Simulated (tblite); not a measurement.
# C27H30O2: the cost of one run

Computed with tblite 0.8.0 and PySCF 2.14.0 and routines of our own; the level stands in each step. Atoms count from 0.

## 1. The starting structure

59 atoms, charge 0, multiplicity 1; geometry from: force field, distance geometry or constructed start.

## 2. Geometry optimisation with GFN2-xTB

Job settings and geometry (Å):

```
{"job": {"kind": "relax", "xc": "GFN2-xTB", "basis": "xTB"}, "charge": 0, "multiplicity": 1}
C     -1.172700    -2.943800    -0.635200
C     -1.162600    -1.166200    -2.375800
C     -1.150800    -1.172900     1.171600
C     -2.011800    -2.079500     0.299800
C     -1.160800     0.592400    -0.590200
C     -2.028800    -0.276300    -1.495500
C     -1.177500     0.635300     2.938700
C     -1.156000     2.371600     1.170300
C     -2.022800     1.490800     0.275400
C     -2.013900    -0.306800     2.085500
C      0.594400    -1.170000    -0.595600
C     -0.285500    -2.045700    -1.479700
C      2.361700    -1.163900     1.169600
C      1.500800    -2.044300     0.267100
C      0.599700     2.362000    -0.589800
C      2.359700     0.592600    -0.585700
C      0.602300     0.591900    -2.356000
C      1.478300    -0.291000    -1.472100
C     -0.265600    -0.294900    -3.241600
C     -0.269100     1.472400    -1.468800
C      3.245700    -0.281500     0.286800
C     -0.265900     3.245600     0.296500
C      0.599900     0.598100     1.175400
C      1.475200     1.466800     0.286100
C      1.499100    -0.267200     2.044600
C     -0.288600    -0.288600     0.290200
C     -0.282300     1.482000     2.043000
O     -2.634000    -1.176900    -0.585500
O     -2.632800     0.587100     1.175500
H     -1.825200    -3.503800    -1.272900
H     -0.564600    -3.626700    -0.078600
H     -1.780900    -1.785600    -2.987600
H     -0.526100    -1.784400     1.782600
H     -2.659700    -2.687700     0.908500
H     -2.684800     0.323300    -2.089600
H     -1.825800     1.278500     3.501300
H     -0.569000     0.077600     3.623200
H     -1.778100     2.990300     1.784300
H     -2.684900     2.082400    -0.321600
H     -2.666600    -0.901400     2.687600
H      0.343500    -2.658100    -2.094700
H      2.988200    -1.790000     1.788100
H      2.140200    -2.622900    -0.373100
H      0.918600    -2.719900     0.861700
H      1.220000     2.974400    -1.206900
H      2.975400     1.214200    -1.216000
H      1.226100     1.209400    -2.973300
H      2.098600    -0.905700    -2.085600
H     -0.870700     0.315700    -3.881100
H      0.363300    -0.919700    -3.848900
H     -0.892100     2.083100    -2.087300
H      3.876100    -0.901200    -0.333200
H      3.869100     0.332500     0.902600
H     -0.875700     3.879700    -0.318300
H      0.362100     3.850000     0.921900
H      2.098400     2.090900     0.908900
H      0.922600    -0.869200     2.717500
H      2.138000     0.377100     2.623200
H      0.343700     2.097800     2.659800
```

On the command line:

```sh
> OMP_NUM_THREADS=2 python large_run.py task.json out
```

This one command runs all jobs of the session in turn.

Q: Estimate the wall time and peak memory of this first job on 2 threads of Arm Neoverse N1, shared host.

About 2.4 s, with a peak of 0.16 GiB.
